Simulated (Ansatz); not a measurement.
# F3H2HfN: small, medium and large basis sets

An exercise on one series of results from a longer session: the logs are not shown, and one member is left open.

Computed with Ansatz 0.2.0, Gaussian basis. Level: one geometry, several basis sets.

Plan: PBE0-D4/def2-SVP; ωB97M-V/def2-SVP; PBE0-D4/def2-QZVPP; ωB97M-V/def2-QZVPP; the functionals' def2-TZVPP values are taken from earlier runs.

## Structure used throughout

All runs share one geometry, relaxed beforehand with PBE0-D4 in a triple-zeta def2 set. Hf takes the def2 core potential; no spin-orbit term is included.

SMILES `[NH2][Hf]([F])([F])[F]`, 7 atoms, charge 0, spin multiplicity 1.

Atoms are counted from 1 here; the program's logs count them from 0.

Bond lengths: N1–Hf2 2.017 Å, N1–H6 1.011 Å, N1–H7 1.011 Å, Hf2–F3 1.908 Å, Hf2–F4 1.905 Å, Hf2–F5 1.910 Å. Angles: Hf2–N1–H6 125.1°, Hf2–N1–H7 126.2°, H6–N1–H7 108.7°, N1–Hf2–F3 108.8°, N1–Hf2–F4 107.2°, N1–Hf2–F5 109.7°, F3–Hf2–F4 113.2°, F3–Hf2–F5 107.1°, F4–Hf2–F5 110.9°.

Set-up of the first run:

in.yaml reads:

```yaml
crystal:
  periodic: [false, false, false]
  atoms:
    - {symbol: N, position_ang: [-0.669195, 0.793544, 0.687040]}
    - {symbol: Hf, position_ang: [0.404163, -0.504853, -0.422624]}
    - {symbol: F, position_ang: [1.623764, -1.427947, 0.718092]}
    - {symbol: F, position_ang: [-0.834951, -1.663405, -1.289657]}
    - {symbol: F, position_ang: [1.449552, 0.453215, -1.702566]}
    - {symbol: H, position_ang: [-1.672311, 0.908624, 0.639455]}
    - {symbol: H, position_ang: [-0.301022, 1.440821, 1.370260]}
basis:
  gaussian: {orbitals: def2-SVP}
hamiltonian: {xc: pbe0, dispersion: d4}
output: {orbitals: {seedname: orbitals}}
```

The run is started by

```console
$ ansatz run in.yaml --threads 4 --pin off --events-out ev --progress --plain --max-ram 10444MiB
```

Steps of the session up to this table: PBE0-D4 in def2-SVP; ωB97M-V in def2-SVP; PBE0-D4 in def2-QZVPP; ωB97M-V in def2-QZVPP.

One of the session's tables, all rows but one given; the rest of the session is left out.

```
functional       basis  HOMO (eV)
   PBE0-D4    def2-SVP      -8.02
   PBE0-D4  def2-TZVPP      -8.14
   PBE0-D4  def2-QZVPP      -8.17
   ωB97M-V    def2-SVP          ?
   ωB97M-V  def2-TZVPP     -10.51
   ωB97M-V  def2-QZVPP     -10.54
```

**Question.** Estimate the row for ωB97M-V, def2-SVP.

As computed: HOMO (eV): -10.38. In the column «HOMO (eV)» it lies between ωB97M-V, def2-TZVPP (-10.51) and PBE0-D4, def2-QZVPP (-8.17).
